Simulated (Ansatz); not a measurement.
# CH8BClSi2: small, medium and large basis sets

How large a basis does CH8BClSi2 need? Two functionals are run in growing sets.

Program: Ansatz 0.2.0, Gaussian basis. Level of theory: one geometry, several basis sets. These are calculated values, not measurements.

The runs, in order: PBE0-D4/def2-SVP; ωB97M-V/def2-SVP; PBE0-D4/def2-QZVPP; ωB97M-V/def2-QZVPP; the functionals' def2-TZVPP values are taken from earlier runs.

### 1 Structure used throughout

An earlier PBE0-D4 in a triple-zeta def2 set relaxation fixed the geometry.

SMILES `C[SiH](Cl)B[SiH3]`, 13 atoms, charge 0, spin multiplicity 1.

Atoms are counted from 1 here; the program's logs count them from 0.

Bond lengths: C1–Si2 1.868 Å, C1–H6 1.092 Å, C1–H7 1.093 Å, C1–H8 1.092 Å, Si2–Cl3 2.076 Å, Si2–B4 2.003 Å, Si2–H9 1.493 Å, B4–Si5 2.004 Å, B4–H10 1.199 Å, Si5–H11 1.495 Å, Si5–H12 1.488 Å, Si5–H13 1.488 Å. Angles: Si2–C1–H6 111.0°, Si2–C1–H7 110.0°, Si2–C1–H8 110.3°, H6–C1–H7 108.5°, H6–C1–H8 108.3°, H7–C1–H8 108.7°, C1–Si2–Cl3 107.9°, C1–Si2–B4 113.8°, C1–Si2–H9 110.2°, Cl3–Si2–B4 111.3°, Cl3–Si2–H9 106.2°, B4–Si2–H9 107.3°, Si2–B4–Si5 122.9°, Si2–B4–H10 116.3°, Si5–B4–H10 120.8°, B4–Si5–H11 104.8°, B4–Si5–H12 111.8°, B4–Si5–H13 115.0° and more.

### 2 PBE0-D4 in def2-SVP

in.yaml

```yaml
crystal:
  periodic: [false, false, false]
  atoms:
    - {symbol: C, position_ang: [-2.118887, 0.654906, 0.881982]}
    - {symbol: Si, position_ang: [-0.295059, 0.285233, 1.039126]}
    - {symbol: Cl, position_ang: [-0.097416, -1.648815, 1.766019]}
    - {symbol: B, position_ang: [0.727837, 0.530198, -0.665865]}
    - {symbol: Si, position_ang: [1.901705, -0.895278, -1.443737]}
    - {symbol: H, position_ang: [-2.589289, -0.004431, 0.149747]}
    - {symbol: H, position_ang: [-2.264630, 1.689672, 0.561435]}
    - {symbol: H, position_ang: [-2.618405, 0.512076, 1.842341]}
    - {symbol: H, position_ang: [0.325590, 1.178749, 2.060882]}
    - {symbol: H, position_ang: [0.577535, 1.577751, -1.229614]}
    - {symbol: H, position_ang: [0.953908, -1.894009, -2.026400]}
    - {symbol: H, position_ang: [2.702331, -1.583380, -0.395346]}
    - {symbol: H, position_ang: [2.815180, -0.437270, -2.525669]}
basis:
  gaussian: {orbitals: def2-SVP}
hamiltonian: {xc: pbe0, dispersion: d4}
output: {orbitals: {seedname: orbitals}}
```

Started as:

```console
$ ansatz run in.yaml --threads 4 --pin off --events-out ev --progress --plain --max-ram 10444MiB
```

Further steps of the session: ωB97M-V in def2-SVP; PBE0-D4 in def2-QZVPP; ωB97M-V in def2-QZVPP.

Q: Predict the results of all the runs planned. Wanted: PBE0-D4: double and triple zeta above quadruple; ωB97M-V: double and triple zeta above quadruple.

The runs gave:

```
                                       quantity           value
PBE0-D4: double and triple zeta above quadruple  12.84, 1.01 eV
ωB97M-V: double and triple zeta above quadruple  12.95, 0.95 eV
```

In words: PBE0-D4 gains 11.84 eV from double to triple zeta, then 1.01 eV more. Total energies overstate the basis error of differences, where much of it tends to cancel.
